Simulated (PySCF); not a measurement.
# Se²⁷⁺, Se²⁸⁺: ionisation energy in even-tempered 19s12p6d5f4g

Aim: the ionisation energy of selenium from differences of total energies, at each level of theory, and how far each lands from the tabulated value where there is one.

Method: unrestricted determinants in a Gaussian basis, no spin-orbit coupling in the energies. Code: PySCF 2.14.0.

### Step 1. What is computed

| Property | Result |
| --- | --- |
| Element | selenium (Z = 34) |
| Basis | an even-tempered Gaussian basis (19 s from 8.1 bohr⁻², ratio 2.2; 12 p from 11 bohr⁻², ratio 2.2; 6 d from 43 bohr⁻², ratio 2.4; 5 f from 64 bohr⁻², ratio 2.4; 4 g from 97 bohr⁻², ratio 2.4) |
| Hamiltonian | scalar relativity by spin-free X2C-1e |
| State 1 | Se²⁷⁺: [He] 2s2 2p3, high-spin 4S determinant |
| State 2 | Se²⁸⁺: [He] 2s2 2p2, high-spin 3P determinant |
| Methods | UHF, LDA, PBE, PBE0, r2SCAN, r2SCAN0, B3LYP, MP2 |
| Core shells frozen in the correlated runs | all electrons: nothing (for Se²⁷⁺) |

The outer shells:

Se27+ [He] 2s2 2p3
```
[He] core
2s [↑↓]
2p [↑ ][↑ ][↑ ]
```

Se28+ [He] 2s2 2p2
```
[He] core
2s [↑↓]
2p [↑ ][↑ ][  ]
```

The runs were made by one driver on top of PySCF. The scripts below sum up each run's settings (the driver also hands on starting orbitals that pick excited configurations, and frozen orbitals as a list rather than a count), and the logs come from the driver's own runs. The driver starts from symmetry-adapted Hartree-Fock orbitals, holds the occupation by maximum overlap and uses a logarithmic radial grid for functionals, so a plain start would take other cycles.

The integrals over 156 functions and the set-up took 1.3 s of CPU time.

### Step 2. Se²⁷⁺: the ladder of methods

#### UHF

input.py

```python
from pyscf import gto, scf, dft, mp, cc
mol = gto.M(atom="Se 0 0 0", charge=27, spin=3, symmetry="D2h",
            basis=gto.etbs([(0, 19, 8.1, 2.2), (1, 12, 11, 2.2), (2, 6, 43, 2.4), (3, 5, 64, 2.4), (4, 4, 97, 2.4)]),
            nucmod="G")
mf = scf.UHF(mol).sfx2c1e()
mf.irrep_nelec = {'Ag': (2, 2), 'B1u': (1, 0), 'B2u': (1, 0), 'B3u': (1, 0)}
mf.kernel()
```

#### LDA

input.py differs from the last one in:

```diff
@@ -4,3 +4,3 @@
             nucmod="G")
-mf = scf.UHF(mol).sfx2c1e()
+mf = dft.UKS(mol, xc="LDA,VWN").sfx2c1e()
 mf.irrep_nelec = {'Ag': (2, 2), 'B1u': (1, 0), 'B2u': (1, 0), 'B3u': (1, 0)}
```

#### PBE

input.py differs from the last one in:

```diff
@@ -4,3 +4,3 @@
             nucmod="G")
-mf = dft.UKS(mol, xc="LDA,VWN").sfx2c1e()
+mf = dft.UKS(mol, xc="PBE").sfx2c1e()
 mf.irrep_nelec = {'Ag': (2, 2), 'B1u': (1, 0), 'B2u': (1, 0), 'B3u': (1, 0)}
```

#### PBE0

input.py differs from the last one in:

```diff
@@ -4,3 +4,3 @@
             nucmod="G")
-mf = dft.UKS(mol, xc="PBE").sfx2c1e()
+mf = dft.UKS(mol, xc="PBE0").sfx2c1e()
 mf.irrep_nelec = {'Ag': (2, 2), 'B1u': (1, 0), 'B2u': (1, 0), 'B3u': (1, 0)}
```

#### r2SCAN

input.py differs from the last one in:

```diff
@@ -4,3 +4,3 @@
             nucmod="G")
-mf = dft.UKS(mol, xc="PBE0").sfx2c1e()
+mf = dft.UKS(mol, xc="R2SCAN").sfx2c1e()
 mf.irrep_nelec = {'Ag': (2, 2), 'B1u': (1, 0), 'B2u': (1, 0), 'B3u': (1, 0)}
```

#### r2SCAN0

input.py differs from the last one in:

```diff
@@ -4,3 +4,3 @@
             nucmod="G")
-mf = dft.UKS(mol, xc="R2SCAN").sfx2c1e()
+mf = dft.UKS(mol, xc="HYB_MGGA_XC_R2SCAN0").sfx2c1e()
 mf.irrep_nelec = {'Ag': (2, 2), 'B1u': (1, 0), 'B2u': (1, 0), 'B3u': (1, 0)}
```

#### B3LYP

input.py differs from the last one in:

```diff
@@ -4,3 +4,3 @@
             nucmod="G")
-mf = dft.UKS(mol, xc="HYB_MGGA_XC_R2SCAN0").sfx2c1e()
+mf = dft.UKS(mol, xc="B3LYP").sfx2c1e()
 mf.irrep_nelec = {'Ag': (2, 2), 'B1u': (1, 0), 'B2u': (1, 0), 'B3u': (1, 0)}
```

#### MP2 (all electrons)

input.py differs from the last one in:

```diff
@@ -4,4 +4,5 @@
             nucmod="G")
-mf = dft.UKS(mol, xc="B3LYP").sfx2c1e()
+mf = scf.UHF(mol).sfx2c1e()
 mf.irrep_nelec = {'Ag': (2, 2), 'B1u': (1, 0), 'B2u': (1, 0), 'B3u': (1, 0)}
 mf.kernel()
+mp.UMP2(mf, frozen=0).kernel()
```

### Step 3. Se²⁸⁺: the ladder of methods

#### UHF

input.py

```python
from pyscf import gto, scf, dft, mp, cc
mol = gto.M(atom="Se 0 0 0", charge=28, spin=2, symmetry="D2h",
            basis=gto.etbs([(0, 19, 8.1, 2.2), (1, 12, 11, 2.2), (2, 6, 43, 2.4), (3, 5, 64, 2.4), (4, 4, 97, 2.4)]),
            nucmod="G")
mf = scf.UHF(mol).sfx2c1e()
mf.irrep_nelec = {'Ag': (2, 2), 'B1u': (1, 0), 'B2u': (1, 0)}
mf.kernel()
```

#### LDA

input.py differs from the last one in:

```diff
@@ -4,3 +4,3 @@
             nucmod="G")
-mf = scf.UHF(mol).sfx2c1e()
+mf = dft.UKS(mol, xc="LDA,VWN").sfx2c1e()
 mf.irrep_nelec = {'Ag': (2, 2), 'B1u': (1, 0), 'B2u': (1, 0)}
```

#### PBE

input.py differs from the last one in:

```diff
@@ -4,3 +4,3 @@
             nucmod="G")
-mf = dft.UKS(mol, xc="LDA,VWN").sfx2c1e()
+mf = dft.UKS(mol, xc="PBE").sfx2c1e()
 mf.irrep_nelec = {'Ag': (2, 2), 'B1u': (1, 0), 'B2u': (1, 0)}
```

#### PBE0

input.py differs from the last one in:

```diff
@@ -4,3 +4,3 @@
             nucmod="G")
-mf = dft.UKS(mol, xc="PBE").sfx2c1e()
+mf = dft.UKS(mol, xc="PBE0").sfx2c1e()
 mf.irrep_nelec = {'Ag': (2, 2), 'B1u': (1, 0), 'B2u': (1, 0)}
```

#### r2SCAN

input.py differs from the last one in:

```diff
@@ -4,3 +4,3 @@
             nucmod="G")
-mf = dft.UKS(mol, xc="PBE0").sfx2c1e()
+mf = dft.UKS(mol, xc="R2SCAN").sfx2c1e()
 mf.irrep_nelec = {'Ag': (2, 2), 'B1u': (1, 0), 'B2u': (1, 0)}
```

#### r2SCAN0

input.py differs from the last one in:

```diff
@@ -4,3 +4,3 @@
             nucmod="G")
-mf = dft.UKS(mol, xc="R2SCAN").sfx2c1e()
+mf = dft.UKS(mol, xc="HYB_MGGA_XC_R2SCAN0").sfx2c1e()
 mf.irrep_nelec = {'Ag': (2, 2), 'B1u': (1, 0), 'B2u': (1, 0)}
```

#### B3LYP

input.py differs from the last one in:

```diff
@@ -4,3 +4,3 @@
             nucmod="G")
-mf = dft.UKS(mol, xc="HYB_MGGA_XC_R2SCAN0").sfx2c1e()
+mf = dft.UKS(mol, xc="B3LYP").sfx2c1e()
 mf.irrep_nelec = {'Ag': (2, 2), 'B1u': (1, 0), 'B2u': (1, 0)}
```

#### MP2 (all electrons)

input.py differs from the last one in:

```diff
@@ -4,4 +4,5 @@
             nucmod="G")
-mf = dft.UKS(mol, xc="B3LYP").sfx2c1e()
+mf = scf.UHF(mol).sfx2c1e()
 mf.irrep_nelec = {'Ag': (2, 2), 'B1u': (1, 0), 'B2u': (1, 0)}
 mf.kernel()
+mp.UMP2(mf, frozen=0).kernel()
```

Q: Predict the outcome of this session.

The runs gave:

| quantity | value |
| --- | --- |
| ionisation energy, Se²⁷⁺ | UHF 2994.5, MP2 (all electrons) 2994.5 eV; reference 2964 ± 22 |

In words: The methods span 3.146 eV, from LDA (2992.2) to r2SCAN0 (2995.3). The reference is uncertain or not like for like (spin-orbit coupling or other relativistic terms), so no ranking of close methods is drawn. The basis is finite, and no extrapolation was made.
